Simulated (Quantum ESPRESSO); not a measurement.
# Pt (I4/mmm) in Quantum ESPRESSO: a series of runs

Runs on Pt. Level: PBE. Tasks: single point.

Everything below comes from runs of Quantum ESPRESSO 7.5. Logs are shortened: lines on timing, memory, paths and dates and some standing lists are left out, and cuts for length are marked.

## 1. The crystal as given

The structure is tetragonal, space group I4/mmm (No. 139). Conventional cell: a = 2.805 Å, b = 2.805 Å, c = 3.927 Å, α = 90.00°, β = 90.00°, γ = 90.00°. Pt (site symmetry 4/mmm) is surrounded by 12 Pt at 2.79 to 2.80 Å.

The cell was built by a generator and needn't be a form met in nature.

## 2. Single point, PBE

The input, pw.in:

```
&CONTROL
  calculation = 'scf'
  prefix = 'pwscf'
  outdir = './tmp'
  pseudo_dir = './pseudo'
  tprnfor = .true.
  tstress = .true.
  disk_io = 'nowf'
  forc_conv_thr = 0.0001
/
&SYSTEM
  ibrav = 0
  nat = 1
  ntyp = 1
  ecutwfc = 56
  ecutrho = 450
  nbnd = 14
  occupations = 'smearing'
  smearing = 'mp'
  degauss = 0.01469973
/
&ELECTRONS
  conv_thr = 2d-10
  electron_maxstep = 120
  mixing_beta = 0.5
/
ATOMIC_SPECIES
Pt   195.0840 pt_pbe_v1.4.uspp.F.UPF
CELL_PARAMETERS angstrom
   0.0000000000    1.9833343500    1.9635010065
   1.9833343500    0.0000000000    1.9635010065
   1.9833343500    1.9833343500    0.0000000000
ATOMIC_POSITIONS crystal
Pt     0.0000000000    0.0000000000    0.0000000000
K_POINTS automatic
32 32 32 0 0 0
```

Potentials or basis: GBRV 1.5 PBE.

Launch:

```bash
$ OMP_NUM_THREADS=1 mpirun -n 4 pw.x -nk 4 -in pw.in > pw.out
```

pw.out:

```text
This program is part of the open-source Quantum ESPRESSO suite
     for quantum simulation of materials; please cite
[... 6 lines left out ...]
     using ibrav=0 with symmetry is DISCOURAGED, use correct ibrav instead

     K-points division:     npool     =       4
     Subspace diagonalization in iterative solution of the eigenvalue problem:
     a serial algorithm will be used

     G-vector sticks info
     --------------------
     sticks:   dense  smooth     PW     G-vecs:    dense   smooth      PW
     Sum         859     433    151                16777     5929    1139

     Using Slab Decomposition

     bravais-lattice index     =            0
     lattice parameter (alat)  =       5.2740  a.u.
     unit-cell volume          =     104.2436 (a.u.)^3
     number of atoms/cell      =            1
     number of atomic types    =            1
     number of electrons       =        16.00
     number of Kohn-Sham states=           14
     kinetic-energy cutoff     =      56.0000  Ry
     charge density cutoff     =     450.0000  Ry
     scf convergence threshold =      2.0E-10
     mixing beta               =       0.5000
     number of iterations used =            8  plain     mixing
     Exchange-correlation=  SLA  PW   PBX  PBC
                           (   1   4   3   4   0   0   0)

     celldm(1)=   5.273979  celldm(2)=   0.000000  celldm(3)=   0.000000
     celldm(4)=   0.000000  celldm(5)=   0.000000  celldm(6)=   0.000000

     crystal axes: (cart. coord. in units of alat)
               a(1) = (   0.000000   0.710651   0.703545 )
               a(2) = (   0.710651   0.000000   0.703545 )
               a(3) = (   0.710651   0.710651   0.000000 )

     reciprocal axes: (cart. coord. in units 2 pi/alat)
               b(1) = ( -0.703580  0.703580  0.710687 )
               b(2) = (  0.703580 -0.703580  0.710687 )
               b(3) = (  0.703580  0.703580 -0.710687 )

     PseudoPot. # 1 for Pt read from file:
     pt_pbe_v1.4.uspp.F.UPF
     Pseudo is Ultrasoft + core correction, Zval = 16.0
     Generated by new atomic code, or converted to UPF format
     Using radial grid of  985 points,  6 beta functions with:
                l(1) =   0
                l(2) =   0
                l(3) =   1
                l(4) =   1
                l(5) =   2
                l(6) =   2
     Q(r) pseudized with  8 coefficients,  rinner =    1.300   1.300   1.300
                                                       1.300   1.300

     atomic species   valence    mass     pseudopotential
     Pt               16.00   195.08400     Pt( 1.00)

     16 Sym. Ops., with inversion, found

   Cartesian axes

     site n.     atom                  positions (alat units)
         1        Pt     tau(   1) = (   0.0000000   0.0000000   0.0000000  )

     number of k points=  2393  Methfessel-Paxton smearing, width (Ry)=  0.0147

     Number of k-points >= 100: set verbosity='high' to print them.

     Dense  grid:    16777 G-vectors     FFT dimensions: (  36,  36,  36)

     Smooth grid:     5929 G-vectors     FFT dimensions: (  25,  25,  25)

     Initial potential from superposition of free atoms

     starting charge      15.5000, renormalised to      16.0000

     negative rho (up, down):  1.913E-01 0.000E+00
     Starting wfcs are   12 randomized atomic wfcs +    2 random wfcs

     Self-consistent Calculation

     iteration #  1     ecut=    56.00 Ry     beta= 0.50
     Davidson diagonalization with overlap
     ethr =  1.00E-02,  avg # of iterations =  4.3

     negative rho (up, down):  1.781E-01 0.000E+00

     total energy              =    -210.52990229 Ry
     estimated scf accuracy    <       0.75730932 Ry

     iteration #  2     ecut=    56.00 Ry     beta= 0.50
     Davidson diagonalization with overlap
     ethr =  4.73E-03,  avg # of iterations =  2.0

     negative rho (up, down):  1.786E-01 0.000E+00

     total energy              =    -210.69495425 Ry
     estimated scf accuracy    <       0.00786506 Ry

     iteration #  3     ecut=    56.00 Ry     beta= 0.50
     Davidson diagonalization with overlap
     ethr =  4.92E-05,  avg # of iterations =  2.9

     negative rho (up, down):  1.776E-01 0.000E+00

     total energy              =    -210.69639306 Ry
     estimated scf accuracy    <       0.00076366 Ry

     iteration #  4     ecut=    56.00 Ry     beta= 0.50
     Davidson diagonalization with overlap
     ethr =  4.77E-06,  avg # of iterations =  3.9

     negative rho (up, down):  1.777E-01 0.000E+00

     total energy              =    -210.69643365 Ry
     estimated scf accuracy    <       0.00000730 Ry

     iteration #  5     ecut=    56.00 Ry     beta= 0.50
     Davidson diagonalization with overlap
     ethr =  4.56E-08,  avg # of iterations =  2.4

     negative rho (up, down):  1.777E-01 0.000E+00

     total energy              =    -210.69643626 Ry
     estimated scf accuracy    <       0.00000054 Ry

     iteration #  6     ecut=    56.00 Ry     beta= 0.50
     Davidson diagonalization with overlap
     ethr =  3.38E-09,  avg # of iterations =  1.8

     negative rho (up, down):  1.777E-01 0.000E+00

     total energy              =    -210.69643636 Ry
     estimated scf accuracy    <          1.4E-09 Ry

     iteration #  7     ecut=    56.00 Ry     beta= 0.50
     Davidson diagonalization with overlap
     ethr =  8.65E-12,  avg # of iterations =  4.1

     negative rho (up, down):  1.777E-01 0.000E+00

     total energy              =    -210.69643637 Ry
     estimated scf accuracy    <          7.5E-10 Ry

     iteration #  8     ecut=    56.00 Ry     beta= 0.50
     Davidson diagonalization with overlap
     ethr =  4.71E-12,  avg # of iterations =  2.0

     negative rho (up, down):  1.777E-01 0.000E+00

     End of self-consistent calculation

     Number of k-points >= 100: set verbosity='high' to print the bands.

     the Fermi energy is    21.8471 ev

!    total energy              =    -210.69643637 Ry
     estimated scf accuracy    <          4.7E-12 Ry
     smearing contrib. (-TS)   =      -0.00025758 Ry
     internal energy E=F+TS    =    -210.69617880 Ry

     The total energy is F=E-TS. E is the sum of the following terms:
     one-electron contribution =     -21.78475965 Ry
     hartree contribution      =      25.10292351 Ry
     xc contribution           =     -56.90726688 Ry
     ewald contribution        =    -157.10707578 Ry

     convergence has been achieved in   8 iterations

     negative rho (up, down):  1.777E-01 0.000E+00

     Forces acting on atoms (cartesian axes, Ry/au):

     atom    1 type  1   force =     0.00000000    0.00000000    0.00000000

     Total force =     0.000000     Total SCF correction =     0.000000

     Computing stress (Cartesian axis) and pressure

     negative rho (up, down):  1.777E-01 0.000E+00
          total   stress  (Ry/bohr**3)                   (kbar)     P=       23.63
   0.00014003   0.00000000  -0.00000000           20.60        0.00       -0.00
   0.00000000   0.00014003   0.00000000            0.00       20.60        0.00
  -0.00000000   0.00000000   0.00020188           -0.00        0.00       29.70

=------------------------------------------------------------------------------=
   JOB DONE.
=------------------------------------------------------------------------------=
```

It took 63 s on 4 MPI ranks of AMD EPYC 7R43 (Zen 3), shared host; peak memory 0.64 GiB.

Results:

| Item | Value |
| --- | --- |
| Free energy | -2866.6711 eV |
| Pressure | 2.4 GPa |
| Band gap on the k mesh | none (metal or under the smearing width) |

## 3. Single point, PBE

This run uses another cell than the first one, of 15.60 Å³/atom, 1.010 times its volume.

pw.in, as its differences from that of step 2:

```diff
@@ -29,5 +29,5 @@
 CELL_PARAMETERS angstrom
-   0.0000000000    1.9833343500    1.9635010065
-   1.9833343500    0.0000000000    1.9635010065
-   1.9833343500    1.9833343500    0.0000000000
+   0.0000000000    1.9932510218    1.9932510218
+   1.9833343500    0.0099166718    1.9833343500
+   1.9833343500    1.9833343500    0.0099166718
 ATOMIC_POSITIONS crystal
```

Potentials or basis: GBRV 1.5 PBE.

Launch:

```bash
$ OMP_NUM_THREADS=1 mpirun -n 4 pw.x -nk 4 -in pw.in > pw.out
```

pw.out:

```text
This program is part of the open-source Quantum ESPRESSO suite
     for quantum simulation of materials; please cite
         "P. Giannozzi et al., J. Phys.:Condens. Matter 21 395502 (2009);
         "P. Giannozzi et al., J. Phys.:Condens. Matter 29 465901 (2017);
         "P. Giannozzi et al., J. Chem. Phys. 152 154105 (2020);
     in publications or presentations arising from this work. More details at

     Message from routine setup:
     using ibrav=0 with symmetry is DISCOURAGED, use correct ibrav instead

     K-points division:     npool     =       4
     Subspace diagonalization in iterative solution of the eigenvalue problem:
     a serial algorithm will be used

     G-vector sticks info
     --------------------
     sticks:   dense  smooth     PW     G-vecs:    dense   smooth      PW
     Sum         867     433    151                16925     5965    1243

     Using Slab Decomposition

     bravais-lattice index     =            0
[... 70 lines left out ...]
     ethr =  1.00E-02,  avg # of iterations =  4.3

     negative rho (up, down):  1.780E-01 0.000E+00
[... 58 lines left out ...]
     iteration #  8     ecut=    56.00 Ry     beta= 0.50
     Davidson diagonalization with overlap
     ethr =  4.96E-12,  avg # of iterations =  2.0

     negative rho (up, down):  1.777E-01 0.000E+00

     End of self-consistent calculation

     Number of k-points >= 100: set verbosity='high' to print the bands.

     the Fermi energy is    21.5523 ev

!    total energy              =    -210.69652712 Ry
     estimated scf accuracy    <          4.7E-12 Ry
     smearing contrib. (-TS)   =      -0.00026246 Ry
     internal energy E=F+TS    =    -210.69626466 Ry

     The total energy is F=E-TS. E is the sum of the following terms:
     one-electron contribution =     -22.55364993 Ry
     hartree contribution      =      25.33514976 Ry
     xc contribution           =     -56.89622033 Ry
     ewald contribution        =    -156.58154417 Ry

     convergence has been achieved in   8 iterations

     negative rho (up, down):  1.777E-01 0.000E+00

     Forces acting on atoms (cartesian axes, Ry/au):

     atom    1 type  1   force =     0.00000000    0.00000000    0.00000000

     Total force =     0.000000     Total SCF correction =     0.000000

     Computing stress (Cartesian axis) and pressure

     negative rho (up, down):  1.777E-01 0.000E+00
          total   stress  (Ry/bohr**3)                   (kbar)     P=       -2.04
  -0.00001781  -0.00000000  -0.00000000           -2.62       -0.00       -0.00
   0.00000000  -0.00001188  -0.00004385            0.00       -1.75       -6.45
   0.00000000  -0.00004385  -0.00001188            0.00       -6.45       -1.75

=------------------------------------------------------------------------------=
   JOB DONE.
=------------------------------------------------------------------------------=
```

It took 1.8 min on 4 MPI ranks of AMD EPYC 7R43 (Zen 3), shared host; peak memory 0.96 GiB.

Results:

* Free energy: -2866.6723 eV
* Pressure: -0.2 GPa
* Band gap on the k mesh: none (metal or under the smearing width)

Levels at points of the mesh, in eV from the Fermi level:
```
             k point  band 6  band 7  band 8  band 9  band 10  band 11
  (0.00, 0.00, 0.00)   -3.58   -3.52   -1.54   -1.54    14.73    19.34
 (0.00, 0.00, -0.50)   -3.59   -0.29    0.02    0.08     5.66    14.25
(0.00, -0.50, -0.50)    0.01    0.46    0.47    1.85     8.52    11.12
 (-0.50, 0.00, 0.00)   -3.58   -0.38    0.00    0.06     5.53    14.33
(-0.50, 0.00, -0.50)    0.00    0.46    0.47    1.85     8.52    11.31
```

Spin-orbit coupling is left out, which matters for the levels of Pt.

## 4. Single point, PBE

This run uses another cell than the first one, of 15.60 Å³/atom, 1.010 times its volume.

pw.in, as its differences from that of step 3:

```diff
@@ -29,5 +29,5 @@
 CELL_PARAMETERS angstrom
-   0.0000000000    1.9932510218    1.9932510218
-   1.9833343500    0.0099166718    1.9833343500
-   1.9833343500    1.9833343500    0.0099166718
+   0.0000000000    1.9734176782    1.9734176782
+   1.9833343500   -0.0099166718    1.9833343500
+   1.9833343500    1.9833343500   -0.0099166718
 ATOMIC_POSITIONS crystal
```

Launch:

```bash
$ OMP_NUM_THREADS=1 mpirun -n 4 pw.x -nk 4 -in pw.in > pw.out
```

Wall time 1.8 min (4 MPI ranks of AMD EPYC 7R43 (Zen 3), shared host); peak memory 0.96 GiB.

The run converged. Its results:

```yaml
Free_energy: -2866.6723 eV
Pressure: -0.2 GPa
Band_gap_on_the_k_mesh: none (metal or under the smearing width)
```

Stress tensor (GPa, compression positive):
```
-0.26  0.00  0.00
 0.00 -0.17  0.64
 0.00  0.64 -0.17
```

Levels at points of the mesh, in eV from the Fermi level:
```tsv
k point	band 4	band 5	band 6	band 7	band 8	band 9	band 10	band 11	band 12	band 13
(0.00, 0.00, 0.00)	-9.85	-3.64	-3.58	-3.52	-1.54	-1.54	14.73	19.34	19.50	19.66
(0.00, 0.00, -0.50)	-6.99	-3.69	-3.58	-0.38	0.00	0.06	5.53	14.33	18.76	18.90
(0.00, -0.50, -0.50)	-6.71	-6.27	0.01	0.46	0.47	1.85	8.52	11.12	11.49	19.70
(-0.50, 0.00, 0.00)	-6.96	-3.70	-3.59	-0.29	0.02	0.08	5.66	14.25	18.62	18.75
(-0.50, 0.00, -0.50)	-6.71	-6.27	0.00	0.46	0.47	1.85	8.52	11.31	11.31	19.71
```

The run has no spin-orbit coupling, so splittings on Pt are missing.

## 5. Single point, PBE

This run uses another cell than the first one, of 15.60 Å³/atom, 1.010 times its volume.

pw.in, as its differences from that of step 4:

```diff
@@ -29,5 +29,5 @@
 CELL_PARAMETERS angstrom
-   0.0000000000    1.9734176782    1.9734176782
-   1.9833343500   -0.0099166718    1.9833343500
-   1.9833343500    1.9833343500   -0.0099166718
+   0.0099166718    1.9833343500    1.9833343500
+   1.9932510218    0.0000000000    1.9932510218
+   1.9833343500    1.9833343500    0.0099166718
 ATOMIC_POSITIONS crystal
```

Launch:

```bash
$ OMP_NUM_THREADS=1 mpirun -n 4 pw.x -nk 4 -in pw.in > pw.out
```

Run time: 1.8 min. Hardware: 4 MPI ranks of AMD EPYC 7R43 (Zen 3), shared host; peak memory 0.96 GiB.

The run converged. Its results:

| Property | Result |
| --- | --- |
| Free energy | -2866.6723 eV |
| Pressure | -0.2 GPa |
| Band gap on the k mesh | none (metal or under the smearing width) |

Stress tensor (GPa, compression positive):
```
-0.17  0.00 -0.66
 0.00 -0.26  0.00
-0.66  0.00 -0.17
```

Levels at points of the mesh, in eV from the Fermi level:
| k point | band 5 | band 6 | band 7 | band 8 | band 9 | band 10 | band 11 | band 12 |
| --- | --- | --- | --- | --- | --- | --- | --- | --- |
| (0.00, 0.00, 0.00) | -3.64 | -3.58 | -3.52 | -1.54 | -1.54 | 14.73 | 19.34 | 19.50 |
| (0.00, 0.00, -0.50) | -3.70 | -3.59 | -0.29 | 0.02 | 0.08 | 5.66 | 14.25 | 18.62 |
| (0.00, -0.50, 0.00) | -3.69 | -3.58 | -0.38 | 0.00 | 0.06 | 5.53 | 14.33 | 18.76 |
| (0.00, -0.50, -0.50) | -6.27 | 0.00 | 0.46 | 0.47 | 1.85 | 8.52 | 11.31 | 11.31 |
| (-0.50, 0.00, -0.50) | -6.27 | 0.01 | 0.46 | 0.47 | 1.85 | 8.52 | 11.12 | 11.49 |

The run has no spin-orbit coupling, so splittings on Pt are missing.
